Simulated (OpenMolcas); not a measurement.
# W²⁺ among point charges: CASSCF levels and susceptibility

Aim: the splitting of the states of W²⁺ in the field of 4 point charges, its lowest levels with spin-orbit coupling and its magnetic susceptibility.

The numbers are computed with OpenMolcas 26.06 (state-averaged CASSCF, spin-orbit coupling by RASSI with atomic mean-field integrals), except any that are marked as measured or tabulated.

1 further run of the same task is left out (it didn't finish).

## (1) The atom as given

| Property | Result |
| --- | --- |
| Species | W²⁺ (tungsten, Z = 74, 72 electrons) |
| Basis | ANO-RCC-VTZP [8s7p5d3f2g1h], 104 functions |
| Scalar Hamiltonian | DKH2, point nucleus |
| Inactive shells | 1s 2s 2p 3s 3p 3d 4s 4p 4d 4f 5s 5p |
| Active space | 4 electrons in 5 orbitals (5d) |
| Some configurations of this space | 5d⁴ |
| Orbitals | optimised for each spin and parity, averaged over all roots |

The outer shells:

5d4
```
5d [↑ ][↑ ][↑ ][↑ ][  ]
```

The ion sits among 4 point charges of -2.5 e arranged as a square (D4h), 2.28 Å from the ion. The active orbitals were held to one l.

Each step is its own input file, run in one work folder so that later steps find the files of earlier ones. Labels, J, g values, rates, χT and fits are worked out afterwards by a script from the matrices that RASSI stores. The input lists half of the charges; inversion (Group=XYZ) makes the rest.

## (2) One- and two-electron integrals

Contents of a.inp:

```
&GATEWAY
Coord
1

W 0.0 0.0 0.0
Basis=ANO-RCC-VTZP
Group=XYZ
NoMove
AngMom=0.0 0.0 0.0
AMFI
XField
2 Angstrom 0
2.280000 0.000000 0.000000 -2.500000
0.000000 2.280000 0.000000 -2.500000
&SEWARD
```

## (3) CASSCF: quintets of even parity, 5 roots

Contents of a.inp:

```
&RASSCF
FileOrb=start.orb
Symmetry=1
Spin=5
nActEl=4 0 0
Inactive=15 19
Ras2=5 0
CIRoot=5 5 1
SDav=5
CIMx=300
Iter=120 100
PrWF=0.3
OrbListing=Nothing
MaxOrb=0
SupSym
1
25 4 5 6 7 8 10 11 12 13 14 16 17 18 19 20 24 25 26 27 28 29 30 31 32
33
0
>>> COPY $Project.JobIph JOB001
```

start.orb holds the contracted functions of the basis, ordered by shell, or the orbitals of the step before.

## (4) Reference wave functions, triplets of even parity, 45 roots

Contents of a.inp:

```
&RASSCF
FileOrb=start.orb
Symmetry=1
Spin=3
nActEl=4 0 0
Inactive=15 19
Ras2=5 0
CIRoot=45 45 1
SDav=45
CIMx=300
Iter=120 100
PrWF=0.3
OrbListing=Nothing
MaxOrb=0
SupSym
1
25 4 5 6 7 8 10 11 12 13 14 16 17 18 19 20 24 25 26 27 28 29 30 31 32
33
0
>>> COPY $Project.JobIph JOB002
```

## (5) Reference wave functions, singlets of even parity, 50 roots

Contents of a.inp:

```
&RASSCF
FileOrb=start.orb
Symmetry=1
Spin=1
nActEl=4 0 0
Inactive=15 19
Ras2=5 0
CIRoot=50 50 1
SDav=50
CIMx=300
Iter=120 100
PrWF=0.3
OrbListing=Nothing
MaxOrb=0
SupSym
1
25 4 5 6 7 8 10 11 12 13 14 16 17 18 19 20 24 25 26 27 28 29 30 31 32
33
0
>>> COPY $Project.JobIph JOB003
```

## (6) State interaction with spin-orbit coupling

Contents of a.inp:

```
&RASSI
NrOfJobIphs=3 5 45 50
1 2 3 4 5
1 2 3 4 5 6 7 8 9 10 11 12 13 14 15 16 17 18 19 20 21 22 23 24 25 26 27
28 29 30 31 32 33 34 35 36 37 38 39 40 41 42 43 44 45
1 2 3 4 5 6 7 8 9 10 11 12 13 14 15 16 17 18 19 20 21 22 23 24 25 26 27
28 29 30 31 32 33 34 35 36 37 38 39 40 41 42 43 44 45 46 47 48 49 50
IphNames
JOB001
JOB002
JOB003
EJob
SpinOrbit
DIPRint=1.0
SOCoupling=1000.0
Subsets=2
Property=9
'ANGMOM' 1 'ANGMOM' 2 'ANGMOM' 3 'MLTPL  1' 1 'MLTPL  1' 2 'MLTPL  1' 3
'AMFI' 1 'AMFI' 2 'AMFI' 3
SOProperty=3
'ANGMOM' 1 'ANGMOM' 2 'ANGMOM' 3
```

Before running it: what results should come out? Wanted: spin-free ground state; first state of the same spin within the active space; lowest level; next level.

**Answer**, as computed:

```
                                            quantity                            value
                                              method                           CASSCF
                              spin-free ground state  5B1, 1-fold in its orbital part
first state of the same spin within the active space                5B2 at 12100 cm⁻¹
                                        lowest level                        1-fold A1
                                          next level                       491.8 cm⁻¹
                                         χT at 300 K                   0.99 cm³ K/mol
                           effective moment at 300 K                          2.81 μB
```

What this shows: The spin-free ground state (5B1) comes to 100 % from free-ion D terms and keeps the highest spin of the shell. χT at 300 K is 0.99, against 3.01 cm³ K/mol for the spin alone, so spin-orbit coupling lowers it. An active space of the d shell alone favours high spin; real ions in strong fields can be low spin. The field of point charges can differ much from that of real complexes. With metal d orbitals alone active, the gaps between spin states are rough; where two lie within a few thousand cm-1, their order is open. This is an electrostatic model: the charges have no orbitals.
